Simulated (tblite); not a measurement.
# C7H11BO: the cost of one run

Computed with tblite 0.8.0 and PySCF 2.14.0, with density-fitted response routines of our own, on a single molecule in the gas phase. Atoms count from 0, in the outputs and in this text.

## Step 1: The starting structure

20 atoms, charge 0, multiplicity 1; geometry from: force field or distance geometry start.

Bonds of the start (Å): C0–B1 1.59, B1–C2 1.59, B1–C3 1.57, C3–C4 1.40, C4–C5 1.39, C5–C6 1.39, C6–C7 1.49, C6–O8 1.31, O8–C3 1.32, C0–H9 1.14, C0–H10 1.10, C0–H11 1.10, C2–H12 1.12, C2–H13 1.11, C2–H14 1.12, C4–H15 1.08, C5–H16 1.09, C7–H17 1.12, C7–H18 1.10, C7–H19 1.11.

## Step 2: Geometry optimisation with GFN2-xTB

What the job is given:

```
{"job": {"kind": "relax", "xc": "GFN2-xTB", "basis": "xTB"}, "charge": 0, "multiplicity": 1}
C     -2.536800    -1.186600    -0.437300
B     -1.562000     0.064900    -0.381300
C     -2.234300     1.488300    -0.195000
C     -0.070100    -0.179800     0.046700
C      0.423500    -1.075200     0.996500
C      1.801100    -0.881100     0.965800
C      2.071200     0.106800     0.027500
C      3.386400     0.685900    -0.372600
O      0.929900     0.494400    -0.496400
H     -3.563500    -0.772800    -0.703700
H     -2.216300    -1.810900    -1.278600
H     -2.638700    -1.726300     0.515300
H     -2.929000     1.458300     0.682000
H     -1.466900     2.288100    -0.102800
H     -2.878000     1.663500    -1.091500
H     -0.149500    -1.761400     1.610000
H      2.520300    -1.410500     1.584800
H      3.346500     1.794900    -0.247500
H      3.581100     0.465000    -1.431200
H      4.180100     0.305200     0.306000
```

The run is started by

```
> OMP_NUM_THREADS=1 python probes_run.py task.json out
```

The driver reads the jobs from task.json and runs them one after another.

Q: Estimate the wall time and peak memory of this first job on 1 thread of Intel Xeon at 2.50GHz, shared host.

About 2.4 s, with a peak of 0.18 GiB.
